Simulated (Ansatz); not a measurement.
# BH8N3Si: the cost of one run

Program: Ansatz 0.2.0. Level of theory: RKS CAM-B3LYP/STO-3G. These are calculated values, not measurements.

### 1 The structure to begin with

Bond lengths: B1–N2 1.466 Å, N2–Si3 1.778 Å, Si3–N4 1.816 Å, Si3–N5 1.816 Å, B1–H6 1.257 Å, B1–H7 1.165 Å, N2–H8 1.046 Å, Si3–H9 1.482 Å, N4–H10 1.023 Å, N4–H11 0.974 Å, N5–H12 1.059 Å, N5–H13 0.995 Å. Angles (14 of 18 angles, heavy atoms first): B1–N2–Si3 107.4°, N2–Si3–N4 112.5°, N2–Si3–N5 108.7°, N4–Si3–N5 105.5°, B1–N2–H8 107.4°, Si3–N2–H8 104.9°, N2–B1–H6 119.9°, N2–B1–H7 124.0°, N2–Si3–H9 111.2°, N4–Si3–H9 111.6°, N5–Si3–H9 106.9°, Si3–N4–H10 105.2°, Si3–N4–H11 107.5°, Si3–N5–H12 108.7°.

Structure file:

```xyz
13

B    -2.1973   -0.4936   -0.2102
N    -1.0423   -0.7709    0.6485
Si    0.1830    0.4723    0.3109
N     0.8360    0.3630   -1.3804
N     1.6089    0.1972    1.4007
H    -2.8712    0.5529   -0.0356
H    -2.5716   -1.2082   -1.0504
H    -0.6144   -1.6664    0.3190
H    -0.3323    1.8294    0.6111
H     1.2017   -0.5881   -1.4659
H     1.5138    1.0563   -1.4778
H     2.3478    0.9243    1.1844
H     1.9583   -0.7029    1.1606
```

### 2 Relaxing the start

The input, input.yaml:

```yaml
crystal:
  periodic: [false, false, false]
  atoms:
    - { symbol: B, position_ang: [-2.1973, -0.4936, -0.2102] }
    - { symbol: "N", position_ang: [-1.0423, -0.7709, 0.6485] }
    - { symbol: Si, position_ang: [0.183, 0.4723, 0.3109] }
    - { symbol: "N", position_ang: [0.836, 0.363, -1.3804] }
    - { symbol: "N", position_ang: [1.6089, 0.1972, 1.4007] }
    - { symbol: H, position_ang: [-2.8712, 0.5529, -0.0356] }
    - { symbol: H, position_ang: [-2.5716, -1.2082, -1.0504] }
    - { symbol: H, position_ang: [-0.6144, -1.6664, 0.319] }
    - { symbol: H, position_ang: [-0.3323, 1.8294, 0.6111] }
    - { symbol: H, position_ang: [1.2017, -0.5881, -1.4659] }
    - { symbol: H, position_ang: [1.5138, 1.0563, -1.4778] }
    - { symbol: H, position_ang: [2.3478, 0.9243, 1.1844] }
    - { symbol: H, position_ang: [1.9583, -0.7029, 1.1606] }
basis:
  gaussian: { orbitals: STO-3G }
hamiltonian:
  xc: cam_b3lyp
relax:
  f_tol: 0.02
  max_steps: 40
scf:
  lower_state_search: "off"
```

On the command line:

```sh
> ansatz run input.yaml --threads 1 --pin off --max-ram 2048MiB --backend cpu --events-out ev --progress --plain --runs-dir out
```

Q: Estimate wall time and peak memory on 1 thread of Arm Neoverse V2, shared host.

About 79 s, with a peak of 0.12 GiB.
